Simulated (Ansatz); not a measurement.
Working through a band structure of Zn7Mo, space group Fm-3m

With the Ansatz DFT code, driven from Python.

Typed at the interpreter:
```pycon
>>> import warnings
>>> import ansatz as az
>>> from ase import Atoms
>>> import numpy as np
>>> params = {
...     "cutoff_ev": 320,
...     "vdw": "d3bjatm",
...     "mesh": (5, 5, 5),
...     "max_scf": 60,
...     "n_empty": 12,
... }
>>> warnings.simplefilter("ignore", az.DeckWarning)
>>> atoms = Atoms(
...     ["Zn", "Zn", "Zn", "Zn", "Zn", "Zn", "Zn", "Mo"],
...     scaled_positions=[
...         (0.0, 0.0, 0.5),
...         (0.5, 0.0, 0.5),
...         (0.0, 0.5, 0.5),
...         (0.5, 0.5, 0.0),
...         (0.0, 0.5, 0.0),
...         (0.5, 0.0, 0.0),
...         (0.5, 0.5, 0.5),
...         (0.0, 0.0, 0.0),
...     ],
...     cell=[
...         (0.0, 3.85383, 3.85383),
...         (3.85383, 0.0, 3.85383),
...         (3.85383, 3.85383, 0.0),
...     ],
...     pbc=True,
... )
>>> system = az.Crystal.from_ase(atoms)
>>> [site.symbol for site in system.resolved().sites]
['Zn', 'Zn', 'Zn', 'Zn', 'Zn', 'Zn', 'Zn', 'Mo']
>>> # vertices of the path, as fractions of the reciprocal vectors
>>> path = [
...     ("K", (0.375, 0.375, 0.75)),
...     ("G", (0.0, 0.0, 0.0)),
...     ("L", (0.5, 0.5, 0.5)),
...     ("W", (0.5, 0.25, 0.75)),
...     ("X", (0.5, 0.0, 0.5)),
... ]
>>> model = (
...     system.calculation()
...     .occupations(az.OccupationsMethod.GAUSSIAN)
...     .basis(params["cutoff_ev"])  # a bare number is in eV
...     .pseudopotentials("paw")
...     .functional(az.Functional.PBESOL, dispersion=params["vdw"])
...     .kpoints(*params["mesh"], center="monkhorst-pack")
...     .initial_density(normalization="cell")
...     .scf(max_iterations=params["max_scf"], extra_bands=params["n_empty"])
...     .band_structure([point for _, point in path], intervals=4)  # levels along the path at the converged density
...     .scf(extra_bands=10)
... )
>>> res = model.run(threads=1, backend="cpu")

>>> summary = res.report
>>> summary["n_kpoints"], summary["n_symmetry_ops"], summary["n_pw"]
(10, 48, 1459)
>>> print(f"free energy      {summary['free_energy_ev']:.5f} eV")
free energy      -27866.64787 eV
>>> print(f"per atom         {summary['free_energy_ev'] / len(res.lattice.sites):.5f} eV")
per atom         -3483.33098 eV
>>> print(f"SCF iterations   {summary['n_iterations']}  (converged: {summary['converged']})")
SCF iterations   10  (converged: True)
>>> bands = res.band_structure()
>>> fermi = bands.fermi_energy_ev
>>> print(f"zero of the bands: {fermi:.3f} eV, the Fermi level found on the SCF mesh")
zero of the bands: 12.869 eV, the Fermi level found on the SCF mesh
>>> for spin, channel in enumerate(bands.channels):
...     levels = channel.eigenvalues_ev - fermi
...     crossing = [b for b in range(levels.shape[1]) if levels[:, b].min() < 0 < levels[:, b].max()]
...     print(f"channel {spin}: bands that cross the Fermi level on this path:", [b + 1 for b in crossing] or "none")
...     shown = crossing or sorted(np.argsort(np.abs(levels).min(axis=0))[:2])
...     for k, row in zip(bands.kpoints_frac, levels[:, shown]):
...         print(f"{k[0]:7.3f} {k[1]:7.3f} {k[2]:7.3f}  ", " ".join(f"{e:8.3f}" for e in row))
...
channel 0: bands that cross the Fermi level on this path: [49, 50, 51, 52]
  0.375   0.375   0.750      0.104    1.140    1.606    2.307
  0.281   0.281   0.562     -0.311    0.283    1.669    1.942
  0.188   0.188   0.375     -0.474   -0.443    0.872    1.230
  0.094   0.094   0.187     -1.016   -0.466   -0.084    0.244
  0.000   0.000   0.000     -0.909   -0.163   -0.163   -0.163
  0.125   0.125   0.125     -1.046   -0.621    0.061    0.061
  0.250   0.250   0.250     -1.156   -0.062    0.519    0.519
  0.375   0.375   0.375     -1.183    1.060    1.060    1.110
  0.500   0.500   0.500     -1.202    1.337    1.337    1.707
  0.500   0.438   0.562     -1.133    1.316    1.365    1.913
  0.500   0.375   0.625     -0.696    1.333    1.336    1.719
  0.500   0.312   0.688     -0.010    1.231    1.296    1.461
  0.500   0.250   0.750      0.218    1.189    1.189    1.410
  0.500   0.187   0.688      0.203    1.143    1.442    1.683
  0.500   0.125   0.625      0.190    1.223    1.958    2.317
  0.500   0.063   0.562      0.189    1.335    2.702    3.005
  0.500   0.000   0.500      0.191    1.388    3.342    3.342
```

Notes:
- The settings weren't tested for convergence.
- The cutoff lies under the one recommended for these potentials.
- Spin is left out of this run.
- The computed bands are complete only to about 5.3 eV above the Fermi level.
- Dispersion corrections can be off by several per cent in the lattices of metals, and by several GPa in the pressure at a fixed cell.
- The mesh is modest for a metal, so energies can be off by several to tens of meV an atom and pressures by half a GPa or more; differences at equal mesh fare better.
- This cell is a computed structure, which may not be the phase found in nature.
- Levels are Kohn-Sham eigenvalues on this mesh, without spin-orbit coupling.
- The script silences the warnings on its input, which a real study should read.
- Timing: 7.7 s on 1 thread of Arm Neoverse V1, with other jobs on the host, peak memory 0.4 GiB.

(Lines on the test bed's own set-up are left out of the output.)
